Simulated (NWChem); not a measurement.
Volume series of SiC (zincblende structure): conduction valleys

All runs are NWChem calculations. Level: PBE, Troullier-Martins pseudopotentials (valence charges C 4, Si 4), cutoff 35 Ha, shifted 4×4×4 mesh, two-atom cell, no spin-orbit coupling. Each row gives the lowest empty level at Γ, at L and on the outer part of the line to X, counted from the valence top at Γ within the same run; other points weren't sampled.

| ln(V/V₀) | a (Å) | Γ (eV) | L (eV) | X line (eV) |
|---|---|---|---|---|
| -0.062 | 4.287 | 6.83 | 5.84 | 1.38 |
| -0.041 | 4.317 | 6.58 | 5.65 | 1.40 |
| -0.020 | 4.347 | 6.34 | 5.46 | 1.42 |
| 0.000 | 4.376 | 6.10 | 5.28 | 1.44 |
| 0.020 | 4.405 | 5.87 | 5.10 | 1.46 |
| 0.039 | 4.434 | ? | ? | ? |
| 0.058 | 4.462 | 5.42 | 4.76 | 1.50 |

Question: Fit a line in ln V to each valley, give the slopes, and predict the withheld row.

Answer: Slopes dE/d(ln V): Γ -11.7 eV, L -9.0 eV, X line 1.0 eV (largest miss of a line 0.01 eV). The lowest valley is X line in every row. Predicted against computed: Γ 5.64 against 5.65, L 4.93 against 4.93, X line 1.48 against 1.49 eV.
